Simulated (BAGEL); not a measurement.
# HF/def2-SVP (density fitting with cc-pvqz-jkfit) run of GeSiH4F2 (SMILES F[SiH](F)[GeH3])

Aim: the energy change on altering one bond length of GeSiH4F2 at HF/def2-SVP (density fitting with cc-pvqz-jkfit), from 2 runs. 

The calculation is run with BAGEL 1.2.2.

2 further runs of the same task are left out: 2 that didn't finish.

### Step 1. The system as given

GeSiH4F2: 8 atoms, total charge 0, spin state singlet. SMILES: `F[SiH](F)[GeH3]`. The shape is that of a PBE0-D4/def2-TZVP optimisation.

Bond lengths: F1–Si2 1.592 Å, Si2–F3 1.592 Å, Si2–Ge4 2.377 Å, Si2–H5 1.481 Å, Ge4–H6 1.536 Å, Ge4–H7 1.534 Å, Ge4–H8 1.536 Å. Some angles: F1–Si2–F3 107.0°, F1–Si2–Ge4 109.5°, F3–Si2–Ge4 109.5°, F1–Si2–H5 107.4°, F3–Si2–H5 107.4°, Ge4–Si2–H5 115.8°, Si2–Ge4–H6 109.5°, Si2–Ge4–H7 110.3°, Si2–Ge4–H8 109.5°, H6–Ge4–H7 109.3°.

### Step 2. The energy at HF/def2-SVP (density fitting with cc-pvqz-jkfit)

input.json

```json
{ "bagel": [

{
  "title": "molecule",
  "basis": "svp",
  "df_basis": "cc-pvqz-jkfit",
  "angstrom": true,
  "geometry": [
    { "atom": "F", "xyz": [       1.301800,      -1.418600,       1.197400 ] },
    { "atom": "Si", "xyz": [       1.139900,      -0.126600,       0.280900 ] },
    { "atom": "F", "xyz": [       1.983100,      -0.386400,      -1.044700 ] },
    { "atom": "Ge", "xyz": [      -1.151500,       0.164400,      -0.281300 ] },
    { "atom": "H", "xyz": [       1.776500,       1.004200,       0.994900 ] },
    { "atom": "H", "xyz": [      -1.970000,       0.389600,       0.998800 ] },
    { "atom": "H", "xyz": [      -1.682300,      -1.076600,      -1.011200 ] },
    { "atom": "H", "xyz": [      -1.305500,       1.392900,      -1.190400 ] }
  ]
},

{ "title": "hf" },

{ "title": "print", "file": "orbitals.molden", "orbitals": true }

]}
```

Run with:

```sh
$ BAGEL_NUM_THREADS=1 BAGEL input.json > input.out
```

The log of the run:

```text
* using 1 threads per process

  ===============================================================
  ===============================================================

  *** Geometry ***

  { "atom" : "F", "xyz" : [      2.460045,     -2.680765,      2.262758 ] },
  { "atom" : "Si", "xyz" : [      2.154099,     -0.239239,      0.530824 ] },
  { "atom" : "F", "xyz" : [      3.747516,     -0.730190,     -1.974197 ] },
  { "atom" : "Ge", "xyz" : [     -2.176020,      0.310671,     -0.531580 ] },
  { "atom" : "H", "xyz" : [      3.357098,      1.897663,      1.880089 ] },
  { "atom" : "H", "xyz" : [     -3.722760,      0.736237,      1.887458 ] },
  { "atom" : "H", "xyz" : [     -3.179086,     -2.034479,     -1.910891 ] },
  { "atom" : "H", "xyz" : [     -2.467037,      2.632200,     -2.249530 ] },

  Number of auxiliary basis functions:      782

  Since a DF basis is specified, we compute 2- and 3-index integrals:
    o Being stored without compression. Storage requirement is 0.060 GB

  Number of basis functions:       98
  Number of electrons      :       68

    * METHOD: MOLECULE                             0.62

  *** RHF ***

  === Nuclear Repulsion ===
   355.5053619223

      * DIIS with orbital gradients will be used.

  === RHF iteration (svp) ===
      0      -2564.88476325          0.01646076           0.24
      1      -2565.02500937          0.01057681           0.21
      2      -2565.10168954          0.00094627           0.20
      3      -2565.10282513          0.00013439           0.22
      4      -2565.10284657          0.00004200           0.23
      5      -2565.10284836          0.00001485           0.25
      6      -2565.10284854          0.00000392           0.22
      7      -2565.10284856          0.00000080           0.22
      8      -2565.10284856          0.00000026           0.22
      9      -2565.10284856          0.00000010           0.22
     10      -2565.10284856          0.00000003           0.24
     11      -2565.10284856          0.00000001           0.21
    * SCF iteration converged.

    * Permanent dipole moment:
           (    0.485704,    -0.552048,    -0.106774) a.u.

    * METHOD: HF                                   3.13

    * METHOD: PRINT                                0.02

  ===============================================================
```

It took 4.8 s on 1 thread of Intel Xeon 6975P-C (Granite Rapids), shared host; peak memory 0.23 GiB.

### Step 3. The distorted shape at the same level

input.json

```json
{ "bagel" : [

{
  "title" : "molecule",
  "basis" : "svp",
  "df_basis" : "cc-pvqz-jkfit",
  "angstrom" : true,
  "geometry" : [
    { "atom" : "F", "xyz" : [       1.175344,      -1.379637,       1.396202 ] },
    { "atom" : "Si", "xyz" : [       1.013444,      -0.087637,       0.479702 ] },
    { "atom" : "F", "xyz" : [       1.983100,      -0.386400,      -1.044700 ] },
    { "atom" : "Ge", "xyz" : [      -1.277956,       0.203363,      -0.082498 ] },
    { "atom" : "H", "xyz" : [       1.650044,       1.043163,       1.193702 ] },
    { "atom" : "H", "xyz" : [      -2.096456,       0.428563,       1.197602 ] },
    { "atom" : "H", "xyz" : [      -1.808756,      -1.037637,      -0.812398 ] },
    { "atom" : "H", "xyz" : [      -1.431956,       1.431863,      -0.991598 ] }
  ]
},

{
  "title" : "hf"
},

{
  "title" : "print",
  "file" : "orbitals.molden",
  "orbitals" : true
}

]}
```

Run with:

```sh
$ BAGEL_NUM_THREADS=1 BAGEL input.json > input.out
```

The log of the run:

```text
* using 1 threads per process

  ===============================================================
  ===============================================================

  *** Geometry ***

  { "atom" : "F", "xyz" : [      2.221078,     -2.607136,      2.638439 ] },
  { "atom" : "Si", "xyz" : [      1.915132,     -0.165610,      0.906505 ] },
  { "atom" : "F", "xyz" : [      3.747516,     -0.730190,     -1.974197 ] },
  { "atom" : "Ge", "xyz" : [     -2.414987,      0.384300,     -0.155899 ] },
  { "atom" : "H", "xyz" : [      3.118131,      1.971292,      2.255770 ] },
  { "atom" : "H", "xyz" : [     -3.961728,      0.809867,      2.263140 ] },
  { "atom" : "H", "xyz" : [     -3.418053,     -1.960850,     -1.535210 ] },
  { "atom" : "H", "xyz" : [     -2.706005,      2.705829,     -1.873849 ] },

  Number of auxiliary basis functions:      782

  Since a DF basis is specified, we compute 2- and 3-index integrals:
    o Being stored without compression. Storage requirement is 0.060 GB

  Number of basis functions:       98
  Number of electrons      :       68

    * METHOD: MOLECULE                             0.57

  *** RHF ***

  === Nuclear Repulsion ===
   346.1824841709

      * DIIS with orbital gradients will be used.

  === RHF iteration (svp) ===
      0      -2564.82647596          0.01741423           0.22
      1      -2564.97413526          0.01201875           0.21
      2      -2565.07695390          0.00108466           0.24
      3      -2565.07839018          0.00029707           0.21
      4      -2565.07846986          0.00009403           0.22
      5      -2565.07848012          0.00002137           0.21
      6      -2565.07848103          0.00000619           0.24
      7      -2565.07848111          0.00000173           0.23
      8      -2565.07848112          0.00000067           0.20
      9      -2565.07848112          0.00000019           0.19
     10      -2565.07848112          0.00000006           0.18
     11      -2565.07848112          0.00000003           0.20
     12      -2565.07848112          0.00000001           0.19
    * SCF iteration converged.

    * Permanent dipole moment:
           (    0.838094,    -0.660999,    -0.476189) a.u.

    * METHOD: HF                                   3.11

    * METHOD: PRINT                                0.01

  ===============================================================
```

Wall time 4.8 s (1 thread of Intel Xeon 6975P-C (Granite Rapids), shared host); peak memory 0.23 GiB.

### Step 4. Outcome

At HF/def2-SVP (density fitting with cc-pvqz-jkfit):

| quantity | value |
| --- | --- |
| first shape: total energy | -2565.10285 Eh |
| first shape: dipole moment | 1.89 D |
| first shape: HOMO energy | -11.47 eV |
| first shape: LUMO energy | 3.27 eV |
| first shape: HOMO–LUMO gap | 14.74 eV |
| distorted shape: total energy | -2565.07848 Eh |
| distorted shape: dipole moment | 2.97 D |
| distorted shape: HOMO energy | -11.83 eV |
| distorted shape: LUMO energy | 2.84 eV |
| distorted shape: HOMO–LUMO gap | 14.67 eV |
| energy change with the Si2–F3 bond stretched from 1.592 to 1.831 Å | 0.663 eV |

With the Si2–F3 bond stretched from 1.592 to 1.831 Å the energy rises by 0.66 eV (64.0 kJ/mol). The first shape isn't relaxed at this level, so the change isn't measured from a minimum.
